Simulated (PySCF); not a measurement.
# [Tl(H2O)3]3+: other functionals and bases at one geometry

One table from this session's results is given with a row withheld; the runs are named, their logs left out.

The runs use PySCF 2.14.0; several levels, as the steps say, no spin–orbit coupling.

1 further run of the same task is left out (for a known fault of the program).

## Starting geometry

10 atoms, charge 3, spin multiplicity 1.

Bond lengths: Tl1–O2 2.165 Å, Tl1–O5 2.165 Å, Tl1–O8 2.165 Å, O2–H3 0.992 Å, O2–H4 0.992 Å, O5–H6 0.992 Å, O5–H7 0.992 Å, O8–H9 0.992 Å, O8–H10 0.992 Å. Angles: O2–Tl1–O5 120.0°, O2–Tl1–O8 120.0°, O5–Tl1–O8 120.0°, Tl1–O2–H3 123.3°, Tl1–O2–H4 123.3°, H3–O2–H4 109.3°, Tl1–O5–H6 123.3°, Tl1–O5–H7 123.3°, H6–O5–H7 109.3°, Tl1–O8–H9 123.3°, Tl1–O8–H10 123.3°, H9–O8–H10 109.3°.

As a file:

| atom | x (Å) | y (Å) | z (Å) |
| --- | --- | --- | --- |
| Tl1 | 0.0000 | 0.0000 | 0.0000 |
| O2 | 2.1652 | -0.0317 | 0.0000 |
| H3 | 2.7075 | -0.2201 | 0.8096 |
| H4 | 2.7075 | -0.2201 | -0.8096 |
| O5 | -1.0552 | 1.8910 | 0.0000 |
| H6 | -1.1631 | 2.4548 | 0.8096 |
| H7 | -1.1631 | 2.4548 | -0.8096 |
| O8 | -1.1100 | -1.8593 | 0.0000 |
| H9 | -1.5443 | -2.2347 | 0.8096 |
| H10 | -1.5443 | -2.2347 | -0.8096 |

Formal oxidation states: Tl +3. An earlier session relaxed this geometry at PBE0, Tl def2-SVP with ECP60, O def2-SVP, H def2-SVP (singlet, point group C3h).

At PBE0 on the finer grid: E = -399.980237 Eh, HOMO -26.34 eV, LUMO -21.44 eV, Mulliken charge on Tl1 +1.56 e, largest force component 0.010 eV/Å. 

Levels to run: TPSSh; BP86; PBE0, TZVP. Hardware: 2 threads of Intel Xeon Platinum 8488C (Sapphire Rapids), shared host.

Set-up of the first run:

run.py (the lines that set the calculation) reads:

```python
mol = gto.M(atom='''
Tl     0.00000     0.00000     0.00000
O      2.16521    -0.03169     0.00000
H      2.70746    -0.22009     0.80957
H      2.70746    -0.22009    -0.80957
O     -1.05516     1.89097     0.00000
H     -1.16312     2.45478     0.80957
H     -1.16312     2.45478    -0.80957
O     -1.11005    -1.85928     0.00000
H     -1.54434    -2.23468     0.80957
H     -1.54434    -2.23468    -0.80957''',
    basis={'Tl': 'def2-SVP', 'O': 'def2-SVP', 'H': 'def2-SVP'},
    ecp={'Tl': 'def2-SVP'},
    charge=3, spin=0)
mf = dft.RKS(mol, xc='TPSSH')
mf.grids.atom_grid = (75, 302)
mf = mf.density_fit()  # fitting sets: Tl def2-universal-JKFIT, O def2-universal-JKFIT, H def2-universal-JKFIT
mf.conv_tol = 1e-08; mf.max_cycle = 55
mf.kernel(dm0)  # dm0: the density of the relaxed state
```

Command:

```bash
$ OMP_NUM_THREADS=2 python run.py
```

Among the steps run: TPSSh; BP86; PBE0, TZVP.

One of the session's tables, all rows but one given; the rest of the session is left out.

| level | HOMO (eV) | gap (eV) | charge on Tl1 (e) | largest force component (eV/Å) |
| --- | --- | --- | --- | --- |
| PBE0 (relaxed here) | -26.34 | 4.90 | 1.56 | 0.01 |
| TPSSh | -25.28 | 3.43 | 1.52 | 0.21 |
| BP86 | -24.56 | 2.11 | 1.41 | 0.48 |
| PBE0, TZVP | ? | ? | ? | ? |

Q: Estimate the row for PBE0, TZVP from the others.

The run gave: HOMO (eV): -26.28; gap (eV): 4.94; charge on Tl1 (e): 1.66; largest force component (eV/Å): 0.20. In the column «HOMO (eV)» it lies between PBE0 (relaxed here) (-26.34) and TPSSh (-25.28).

In one basis the HOMO–LUMO gap runs from 2.11 eV (BP86) to 4.90 eV (PBE0). The largest leftover force, 0.48 eV/Å with BP86, stands at a geometry relaxed at another level. Total energies of different levels can't be compared.
